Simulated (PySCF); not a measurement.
# CH3NOSi: the cost of one run

Computed with PySCF 2.14.0, with density-fitted response routines of our own, on a single molecule in the gas phase. Atoms count from 0, in the outputs and in this text.

## 1. Starting geometry

7 atoms, charge 0, multiplicity 1; geometry from: GFN2-xTB. The atoms were then displaced at random by about 0.01 Å, so the start is not that level's minimum.

Bonds of the start (Å): N0–C1 1.18, C1–Si2 1.89, Si2–O3 1.58, Si2–H4 1.45, Si2–H5 1.47, O3–H6 0.96.

## 2. Relaxing the molecule at PBE0-D3(BJ)/def2-SVP

What the job is given:

```
{"job": {"xc": "PBE0", "basis": "def2-SVP", "d3": "d3bj", "grid": 1, "shake": 0.01, "kind": "geom"}, "charge": 0, "multiplicity": 1}
N      2.535080    -0.616290     0.261700
C      1.447920    -0.184920     0.122040
Si    -0.303470     0.493290    -0.085470
O     -1.283990    -0.705760    -0.401630
H     -0.345200     1.301180    -1.289700
H     -0.584240     1.161810     1.191000
H     -1.432160    -1.478400     0.152140
```

Run with:

```console
$ OMP_NUM_THREADS=1 python probes_run.py task.json out
```

One launch serves the whole session: the jobs run in the order shown.

Q: Estimate the wall time and peak memory of this first job on 1 thread of Arm Neoverse N1, shared host.

About 24 s, with a peak of 0.32 GiB.
